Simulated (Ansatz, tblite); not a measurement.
TeWO: GFN1-xTB, run from Python

These are simulated results from tblite 0.8.0, not measurements. The cell was built from a prototype and was relaxed with r2SCAN in plane waves (Ansatz 0.2.0). It may be hypothetical. It is a single sheet, repeated along a and b, with vacuum along c. All runs are without spin polarisation.

In-plane lattice: a = 3.173 Å, b = 3.173 Å, γ = 120.0°; thickness between the outer nuclei 3.02 Å. W has 3 O at 2.12 Å and 3 Te at 2.68 Å; O has 3 W at 2.12 Å; Te has 3 W at 2.68 Å and 6 Te at 3.17 Å.

tblite solves periodic systems at the zone centre alone, so the script builds a cluster of 3×3×1 conventional cells (27 atoms), which folds in a coarse mesh of k points.

Input script:

```python
import json
from ase import Atoms
from ase.build import make_supercell
from ase.units import Bohr, GPa, Hartree
from tblite.interface import Calculator

atoms = Atoms(['W', 'O', 'Te'],
              cell=[[3.172958, 0.0, 0.0], [-1.586479, 2.747862, 0.0], [0.0, 0.0, 30.645492]],
              scaled_positions=[[0.333333, 0.666667, 0.303389], [0.666667, 0.333333, 0.33811], [0.666667, 0.333333, 0.239545]],
              pbc=True)
cluster = make_supercell(atoms, [[3, 0, 0], [0, 3, 0], [0, 0, 1]])
calc = Calculator('GFN1-xTB', cluster.numbers, cluster.positions / Bohr, lattice=cluster.cell[:] / Bohr, periodic=cluster.pbc)
calc.set('temperature', 0.02 / Hartree)
calc.set('max-iter', 150)
res = calc.singlepoint()
levels = res.get('orbital-energies') * Hartree
nv = round(res.get('orbital-occupations').sum() / 2)
cells = len(cluster) // len(atoms)
out = {'energy_per_cell': res.get('energy') * Hartree / cells, 'homo': levels[nv - 1], 'lumo': levels[nv],
       'stress': (-res.get('virial') * Hartree / cluster.get_volume() / GPa).tolist(), 'charges': res.get('charges')[:len(atoms)].tolist(), 'electrons': 2 * nv / cells}
json.dump(out, open('results.json', 'w'))
for key, value in out.items():
    print(key, value)
```

Command: `python run.py`. It took 1.6 s on 1 thread of Arm Neoverse N1, on a shared host, peak memory 0.099 GiB.

Output:

```
------------------------------------------------------------
  cycle        total energy    energy error   density error
------------------------------------------------------------
      1     -93.33338587261  -9.3502130E+01   8.9172938E-01
      2     -78.62869410761   1.4704692E+01   7.9128702E-01
      3     -64.99309072648   1.3635603E+01   1.2194331E+00
      4     -90.56764960425  -2.5574559E+01   5.4008305E-01
      5     -97.83887062117  -7.2712210E+00   1.1869997E-01
      6     -97.83986578456  -9.9516339E-04   1.2301570E-01
      7     -97.86713656140  -2.7270777E-02   1.0603218E-02
      8     -97.86789259567  -7.5603426E-04   5.4582476E-03
      9     -97.86818092294  -2.8832727E-04   2.2608439E-03
     10     -97.86818495123  -4.0282921E-06   1.6828099E-03
     11     -97.86819555622  -1.0604989E-05   1.3690405E-04
     12     -97.86819559026  -3.4041150E-08   2.2334967E-05
     13     -97.86819559153  -1.2646808E-09   1.6097795E-05
------------------------------------------------------------

 total:                                   0.683 sec
energy_per_cell -295.90324997214105
homo -9.436576689952787
lumo -8.694415698662606
stress [[0.44435337406954745, 5.197285300864404e-06, 2.291982350812455e-05], [5.197285300831043e-06, 0.4443638791354926, -1.367728613454558e-05], [2.2919823508210383e-05, -1.3677286134719657e-05, 1.0493732546001475]]
charges [0.701335943983516, -0.560773776485032, -0.14056146537228079]
electrons 18.0
```

The cycle table is in hartree for the whole cluster, and the lines after it are in eV (the energy for one cell). The printed stress is in GPa and positive in compression, and the pressure is its mean diagonal, here averaged over the vacuum too.

GFN1-xTB gives a gap of 0.74 eV. On the same cell, plane-wave PBE (Ansatz, 12×12×1 k points and the special points) gives a gap of 0.73 eV and r2SCAN a gap of 0.86 eV; on shared hosts these took about 28 and 70 core-seconds on the 3-atom cell, against 1.6 for the script. Spin-orbit coupling, left out in all these runs, can cut or reorder the gap by tenths of an eV, up to about 1 eV with Pb or Bi. xTB was fitted to molecules, so gaps, charges and pressures of solids can be far off, and the gap also depends on the size of the cluster.

xTB was fitted mostly to molecules, and a small cluster samples few k points, so gaps, pressures and kinks along a curve can be far from a solid's.

Spin-orbit coupling is left out, which matters wherever the heavy atoms make up the band edges.
